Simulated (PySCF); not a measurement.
# GeSiH3ClO (SMILES [SiH3][O][Ge][Cl]): levels of theory compared

We compute a comparison of 3 runs (MP2/STO-3G, MP2/def2-SVP, MP2/def2-TZVP) of GeSiH3ClO. The job is set up through a Python script.

Program for the calculation: PySCF 2.14.0.

### Step 1. Starting point

GeSiH3ClO has 7 atoms, charge 0, and is taken as a singlet. SMILES: `[SiH3][O][Ge][Cl]`. The coordinates come from a PBE0-D4/def2-TZVP relaxation. This is one conformer, not always the lowest.

Bond lengths: Si1–O2 1.655 Å, O2–Ge3 1.768 Å, Ge3–Cl4 2.210 Å, Si1–H5 1.484 Å, Si1–H6 1.484 Å, Si1–H7 1.484 Å. Angles: Si1–O2–Ge3 138.4°, O2–Ge3–Cl4 99.4°, O2–Si1–H5 107.2°, O2–Si1–H6 110.4°, O2–Si1–H7 110.5°, H5–Si1–H6 109.5°, H5–Si1–H7 109.5°, H6–Si1–H7 109.7°.

### Step 2. The energy at MP2/STO-3G (run 1)

Contents of run.py:

```python
# [SiH3][O][Ge][Cl]
from pyscf import gto, mp

mol = gto.Mole()
mol.atom = [
    ('Si', (0.184400, 0.664200, -0.614200)),
    ('O', (0.434500, -0.959500, -0.413800)),
    ('Ge', (0.076600, -2.215900, 0.776900)),
    ('Cl', (-0.991800, -0.995100, 2.277600)),
    ('H', (0.795900, 1.045400, -1.911300)),
    ('H', (-1.268900, 0.965100, -0.643300)),
    ('H', (0.830700, 1.427800, 0.482400)),
]
mol.max_memory = 1860
mol.verbose = 4
mol.basis = 'sto-3g'
mol.build()

myscf = mol.RHF()
myscf.conv_tol = 1e-10
myscf.kernel()
if not myscf.converged:
    myscf = myscf.newton().run(myscf.mo_coeff, myscf.mo_occ)

pt = mp.MP2(myscf, frozen=20).run()
energy = pt.e_tot
print('E = %.10f Eh' % energy)
```

Started as:

```bash
$ OMP_NUM_THREADS=1 python run.py
```

The program printed:

```text
PySCF version 2.14.0

[INPUT] num. atoms = 7
[INPUT] num. electrons = 74
[INPUT] charge = 0
[INPUT] spin (= nelec alpha-beta = 2S) = 0
[INPUT] symmetry False subgroup None
[INPUT] Mole.unit = angstrom
[INPUT] Symbol           X                Y                Z      unit          X                Y                Z       unit  Magmom
[INPUT]  1 Si     0.184400000000   0.664200000000  -0.614200000000 AA    0.348465497370   1.255156091936  -1.160669785708 Bohr   0.0
[INPUT]  2 O      0.434500000000  -0.959500000000  -0.413800000000 AA    0.821086001124  -1.813192216520  -0.781968670345 Bohr   0.0
[INPUT]  3 Ge     0.076600000000  -2.215900000000   0.776900000000 AA    0.144753021142  -4.187444119424   1.468128226175 Bohr   0.0
[INPUT]  4 Cl    -0.991800000000  -0.995100000000   2.277600000000 AA   -1.874230370344  -1.880466466555   4.304040221309 Bohr   0.0
[INPUT]  5 H      0.795900000000   1.045400000000  -1.911300000000 AA    1.504033022541   1.975519690620  -3.611833541881 Bohr   0.0
[INPUT]  6 H     -1.268900000000   0.965100000000  -0.643300000000 AA   -2.397873479461   1.823774682818  -1.215660815933 Bohr   0.0
[INPUT]  7 H      0.830700000000   1.427800000000   0.482400000000 AA    1.569795491676   2.698150960654   0.911603882490 Bohr   0.0

nuclear repulsion = 416.551197988648
number of shells = 24
number of NR pGTOs = 132
number of NR cGTOs = 44
basis = sto-3g
ecp = {}

******** <class 'pyscf.scf.hf.RHF'> ********
method = RHF
initial guess = minao
damping factor = 0
level_shift factor = 0
DIIS = <class 'pyscf.scf.diis.CDIIS'>
diis_start_cycle = 1
diis_space = 8
diis_damp = 0
SCF conv_tol = 1e-10
SCF conv_tol_grad = None
SCF max_cycles = 50
direct_scf = True
direct_scf_tol = 1e-13
Set gradient conv threshold to 1e-05
Initial guess from minao.
init E= -2864.32426017249
  HOMO = -0.482200326593487  LUMO = -0.264899552043015  gap/eV = 5.91306
cycle= 1 E= -2867.52730079649  delta_E= -3.2  |g|= 0.476  |ddm|= 3.09
  HOMO = -0.210064045661182  LUMO = 0.188000299774975  gap/eV = 10.83188
cycle= 2 E= -2867.58299820218  delta_E= -0.0557  |g|= 0.286  |ddm|= 1.01
  HOMO = -0.264107823662575  LUMO = 0.168798109802481  gap/eV = 11.77997
cycle= 3 E= -2867.61030988395  delta_E= -0.0273  |g|= 0.0475  |ddm|= 0.432
  HOMO = -0.273084331694123  LUMO = 0.163865287265959  gap/eV = 11.89000
cycle= 4 E= -2867.61152628879  delta_E= -0.00122  |g|= 0.0106  |ddm|= 0.0994
  HOMO = -0.274417105001974  LUMO = 0.162625406296676  gap/eV = 11.89253
cycle= 5 E= -2867.61163664137  delta_E= -0.00011  |g|= 0.00241  |ddm|= 0.0378
  HOMO = -0.274453108649213  LUMO = 0.162548030164403  gap/eV = 11.89141
cycle= 6 E= -2867.61164336408  delta_E= -6.72e-06  |g|= 0.000722  |ddm|= 0.00849
  HOMO = -0.274435347662972  LUMO = 0.162574600846555  gap/eV = 11.89165
cycle= 7 E= -2867.61164406783  delta_E= -7.04e-07  |g|= 0.000167  |ddm|= 0.00311
  HOMO = -0.274437453761347  LUMO = 0.162568594057753  gap/eV = 11.89154
cycle= 8 E= -2867.61164410843  delta_E= -4.06e-08  |g|= 2.88e-05  |ddm|= 0.00086
  HOMO = -0.274438422944159  LUMO = 0.162568832074854  gap/eV = 11.89157
cycle= 9 E= -2867.61164410948  delta_E= -1.05e-09  |g|= 5.39e-06  |ddm|= 0.000127
  HOMO = -0.274439046545028  LUMO = 0.162568137583932  gap/eV = 11.89157
cycle= 10 E= -2867.6116441095  delta_E= -2.36e-11  |g|= 1.54e-06  |ddm|= 1.92e-05
  HOMO = -0.274439046597991  LUMO = 0.162568139953588  gap/eV = 11.89157
Extra cycle  E= -2867.6116441095  delta_E= 1.82e-12  |g|= 7.95e-07  |ddm|= 3.13e-06
converged SCF energy = -2867.6116441095

******** <class 'pyscf.mp.mp2.RMP2'> ********
nocc = 17, nmo = 24
frozen orbitals 20
E(RMP2) = -2867.73579510083  E_corr = -0.12415099133148
E(SCS-RMP2) = -2867.74225857059  E_corr = -0.130614461089853
E_corr(same-spin) = -0.0211923790476033
E_corr(oppo-spin) = -0.102958612283877
E = -2867.7357951008 Eh
```

Run time: 1.4 s. Hardware: 1 thread of Arm Neoverse N1, shared host; peak memory 0.12 GiB.

### Step 3. The energy at MP2/def2-SVP (run 2)

Contents of calc.py:

```python
from pyscf import gto, mp

mol = gto.M(
    atom='''
Si   0.184400   0.664200  -0.614200
O    0.434500  -0.959500  -0.413800
Ge   0.076600  -2.215900   0.776900
Cl  -0.991800  -0.995100   2.277600
H    0.795900   1.045400  -1.911300
H   -1.268900   0.965100  -0.643300
H    0.830700   1.427800   0.482400
''',
    max_memory=1860,
    spin=0,
    basis='def2-svp',
    verbose=3,
)

hf = mol.RHF()
hf.conv_tol = 1e-10
hf.kernel()
if not hf.converged:
    hf = hf.newton().run(hf.mo_coeff, hf.mo_occ)

pt = mp.MP2(hf, frozen=20).run()
energy = pt.e_tot
print('Final energy', energy)
```

Started as:

```bash
$ OMP_NUM_THREADS=1 python calc.py
```

The program printed:

```text
converged SCF energy = -2899.95776505459
E(RMP2) = -2900.57894364891  E_corr = -0.621178594328521
E(SCS-RMP2) = -2900.55958043476  E_corr = -0.60181538017423
Final energy -2900.578943648915
```

Wall time 3.9 s (1 thread of Arm Neoverse N1, shared host); peak memory 0.25 GiB.

### Step 4. The energy at MP2/def2-TZVP (run 3)

Contents of geometry.xyz:

```xyz
7
ClGeH3OSi
Si     0.184400     0.664200    -0.614200
O      0.434500    -0.959500    -0.413800
Ge     0.076600    -2.215900     0.776900
Cl    -0.991800    -0.995100     2.277600
H      0.795900     1.045400    -1.911300
H     -1.268900     0.965100    -0.643300
H      0.830700     1.427800     0.482400
```

Contents of calc.py:

```python
# [SiH3][O][Ge][Cl]
from pyscf import gto, mp

mol = gto.M(
    atom='geometry.xyz',
    basis='def2-tzvp',
    verbose=4,
    max_memory=1860,
)

mf = mol.RHF()
mf.conv_tol = 1e-10
mf.kernel()
if not mf.converged:
    mf = mf.newton().run(mf.mo_coeff, mf.mo_occ)

pt = mp.MP2(mf, frozen=20).run()
energy = pt.e_tot
print('Final energy', energy)
```

Started as:

```bash
$ OMP_NUM_THREADS=1 python calc.py
```

The program printed:

```text
PySCF version 2.14.0

[INPUT] num. atoms = 7
[INPUT] num. electrons = 74
[INPUT] charge = 0
[INPUT] spin (= nelec alpha-beta = 2S) = 0
[INPUT] symmetry False subgroup None
[INPUT] Mole.unit = angstrom
[INPUT] Symbol           X                Y                Z      unit          X                Y                Z       unit  Magmom
[INPUT]  1 Si     0.184400000000   0.664200000000  -0.614200000000 AA    0.348465497370   1.255156091936  -1.160669785708 Bohr   0.0
[INPUT]  2 O      0.434500000000  -0.959500000000  -0.413800000000 AA    0.821086001124  -1.813192216520  -0.781968670345 Bohr   0.0
[INPUT]  3 Ge     0.076600000000  -2.215900000000   0.776900000000 AA    0.144753021142  -4.187444119424   1.468128226175 Bohr   0.0
[INPUT]  4 Cl    -0.991800000000  -0.995100000000   2.277600000000 AA   -1.874230370344  -1.880466466555   4.304040221309 Bohr   0.0
[INPUT]  5 H      0.795900000000   1.045400000000  -1.911300000000 AA    1.504033022541   1.975519690620  -3.611833541881 Bohr   0.0
[INPUT]  6 H     -1.268900000000   0.965100000000  -0.643300000000 AA   -2.397873479461   1.823774682818  -1.215660815933 Bohr   0.0
[INPUT]  7 H      0.830700000000   1.427800000000   0.482400000000 AA    1.569795491676   2.698150960654   0.911603882490 Bohr   0.0

nuclear repulsion = 416.551197988648
number of shells = 65
number of NR pGTOs = 296
number of NR cGTOs = 171
basis = def2-tzvp
ecp = {}

******** <class 'pyscf.scf.hf.RHF'> ********
method = RHF
initial guess = minao
damping factor = 0
level_shift factor = 0
DIIS = <class 'pyscf.scf.diis.CDIIS'>
diis_start_cycle = 1
diis_space = 8
diis_damp = 0
SCF conv_tol = 1e-10
SCF conv_tol_grad = None
SCF max_cycles = 50
direct_scf = True
direct_scf_tol = 1e-13
Set gradient conv threshold to 1e-05
Initial guess from minao.
init E= -2899.85082440316
  HOMO = -0.287586523507478  LUMO = -0.0239115669247738  gap/eV = 7.17496
cycle= 1 E= -2900.47649937184  delta_E= -0.626  |g|= 0.701  |ddm|= 2.11
  HOMO = -0.389076446640325  LUMO = -0.00925329229028193  gap/eV = 10.33551
cycle= 2 E= -2900.54093973965  delta_E= -0.0644  |g|= 0.536  |ddm|= 0.748
  HOMO = -0.391604082403894  LUMO = 0.00987063945427025  gap/eV = 10.92468
cycle= 3 E= -2900.58483618321  delta_E= -0.0439  |g|= 0.0573  |ddm|= 0.262
  HOMO = -0.387914683397405  LUMO = 0.0210969404746422  gap/eV = 11.12977
cycle= 4 E= -2900.58624041683  delta_E= -0.0014  |g|= 0.0247  |ddm|= 0.0978
  HOMO = -0.388712470223417  LUMO = 0.0194899985920856  gap/eV = 11.10775
cycle= 5 E= -2900.58643353415  delta_E= -0.000193  |g|= 0.00707  |ddm|= 0.0299
  HOMO = -0.388608794812534  LUMO = 0.0195553919595923  gap/eV = 11.10671
cycle= 6 E= -2900.58646070105  delta_E= -2.72e-05  |g|= 0.00263  |ddm|= 0.0147
  HOMO = -0.388635225330823  LUMO = 0.0195541493653693  gap/eV = 11.10740
cycle= 7 E= -2900.58646447874  delta_E= -3.78e-06  |g|= 0.000902  |ddm|= 0.00527
  HOMO = -0.388552811229104  LUMO = 0.0196156725845  gap/eV = 11.10683
cycle= 8 E= -2900.58646512338  delta_E= -6.45e-07  |g|= 0.000219  |ddm|= 0.00245
  HOMO = -0.388519008546353  LUMO = 0.0196426903027174  gap/eV = 11.10665
cycle= 9 E= -2900.58646516493  delta_E= -4.16e-08  |g|= 5.48e-05  |ddm|= 0.000528
  HOMO = -0.388517639623885  LUMO = 0.01963781949393  gap/eV = 11.10648
cycle= 10 E= -2900.58646516724  delta_E= -2.31e-09  |g|= 1.47e-05  |ddm|= 0.000106
  HOMO = -0.388516925254279  LUMO = 0.0196380741080588  gap/eV = 11.10646
cycle= 11 E= -2900.58646516739  delta_E= -1.5e-10  |g|= 4.02e-06  |ddm|= 2.61e-05
  HOMO = -0.388516965804328  LUMO = 0.0196376901307858  gap/eV = 11.10645
cycle= 12 E= -2900.58646516742  delta_E= -2.73e-11  |g|= 1.42e-06  |ddm|= 8.04e-06
  HOMO = -0.38851698122788  LUMO = 0.0196376963362184  gap/eV = 11.10645
Extra cycle  E= -2900.58646516741  delta_E= 1.09e-11  |g|= 7.97e-07  |ddm|= 1.9e-06
converged SCF energy = -2900.58646516741

******** <class 'pyscf.mp.mp2.RMP2'> ********
nocc = 17, nmo = 151
frozen orbitals 20
E(RMP2) = -2901.34811176578  E_corr = -0.761646598371832
E(SCS-RMP2) = -2901.33007377841  E_corr = -0.743608610999912
E_corr(same-spin) = -0.196577661976485
E_corr(oppo-spin) = -0.565068936395348
Final energy -2901.3481117657784
```

Wall time 24 s (1 thread of Arm Neoverse N1, shared host); peak memory 1.2 GiB.

### Step 5. All runs side by side

```
run          level   energy (Eh)  dipole moment (D) of the reference  HOMO energy (eV)  LUMO energy (eV)  wall time
  1     MP2/STO-3G  -2867.735795                                2.67             -7.47              4.42      1.4 s
  2   MP2/def2-SVP  -2900.578944                                1.44            -10.49              0.60      3.9 s
  3  MP2/def2-TZVP  -2901.348112                                1.58            -10.57              0.53       24 s
```

### Step 6. Outcome

| quantity | value |
| --- | --- |
| run 3: total energy | -2901.34811 Eh |
| run 3: dipole moment (Hartree–Fock density) | 1.58 D |
| run 3: HOMO energy (Hartree–Fock orbitals) | -10.57 eV |
| run 3: LUMO energy (Hartree–Fock orbitals) | 0.53 eV |
| run 3: HOMO–LUMO gap (Hartree–Fock orbitals) | 11.11 eV |
| run 3: correlation energy (20 core orbitals frozen) | -761.6 mEh |

**Reading.** In run 1 the basis is minimal, so the values are rough. All runs together took 29 s, the longest 24 s.
